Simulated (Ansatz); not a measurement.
Crystal: VCrC2.

```
Cr V C
1.0
     1.46063    0.84330    4.73939
    -1.46063    0.84330    4.73939
     0.00000   -1.68659    4.73939
Cr V C
1 1 2
Direct
  0.50000 0.50000 0.50000
  0.00000 0.00000 0.00000
  0.24876 0.24876 0.24876
  0.75124 0.75124 0.75124
```

The cell comes from a database or a generator and needn't be the stable form of this composition.

Alike in all runs: program Ansatz 0.2.0; functional PBEsol; potentials or basis Ansatz PAW; cutoff 420 eV (not typed: the program's choice for these potentials); k mesh 9 × 9 × 9; occupations fermi-dirac, width 0.05 eV.

The same cell was started in several ways:

| start | free energy over the lowest (meV/atom) | net moment (μB) | site or absolute moments (μB) | gap |
| --- | --- | --- | --- | --- |
| collinear spin, ferromagnetic start of up to 0.72 μB; fixed moment 1.2 | 4.7 | 1.20 | Cr +1.02; V +0.10; C -0.05 | - |
| collinear spin, ferromagnetic start of up to 1.5 μB; fixed moment 2.5 | 55.1 | 2.50 | Cr +1.62; V +0.53; C -0.04 | - |
| collinear spin, ferromagnetic start of up to 3 μB; fixed moment 5 | 788.7 | 5.00 | Cr +2.23; V +1.25; C +0.23 | - |
| collinear spin, ferromagnetic start of up to 4.5 μB; fixed moment 7.5 | 2099.8 | 7.50 | Cr +2.68; V +1.78; C +0.67 | - |
| collinear spin, ferromagnetic start of up to 6 μB; fixed moment 10 | 3733.4 | 10.00 | Cr +3.07; V +2.33; C +1.11 | - |
| collinear spin, ferromagnetic start of up to 2.28 μB; fixed moment 3.8 | 323.1 | 3.80 | Cr +1.95; V +0.94; C +0.08 | - |
| collinear spin, program default start; fixed moment 0 | 0.0 | 0.00 | - | - |
| collinear spin, ferromagnetic start of up to 3.72 μB; fixed moment 6.2 | 1372.9 | 6.20 | Cr +2.46; V +1.49; C +0.44 | - |

All polarised runs hold their moment fixed, so the table maps the energy against it. A still lower state may exist.

Caveats: the total moment is fixed, so each spin has its own Fermi level.
